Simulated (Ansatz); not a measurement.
The system is HfB.

```
CELL_PARAMETERS angstrom
0.00000 2.31000 2.31000
2.31000 0.00000 2.31000
2.31000 2.31000 0.00000
ATOMIC_POSITIONS crystal
Hf 0.50000 0.50000 0.50000
B 0.00000 0.00000 0.00000
```

Base run:

| Item | Value |
| --- | --- |
| Program | Ansatz 0.2.0 |
| Functional | PBEsol |
| Potentials or basis | all-electron LAPW, relativistic spinors |
| Cutoff | 286 eV (chosen from the basis error) |
| Basis error allowed | 0.001 eV/atom |
| k mesh | 8 × 8 × 8 |
| Occupations | fermi-dirac, width 0.05 eV |
| Spin | spin-orbit coupling, no magnetisation |

Its results: pressure 22.6 GPa.

The run is repeated on the same cell with these changes: potentials or basis from all-electron LAPW, relativistic spinors to all-electron LAPW, scalar-relativistic; spin from spin-orbit coupling, no magnetisation to no spin polarisation. What comes out?

Pressure 23.6 GPa.

Caveats: the k mesh is thin for a metal, which can move the energy by tens of meV per atom.
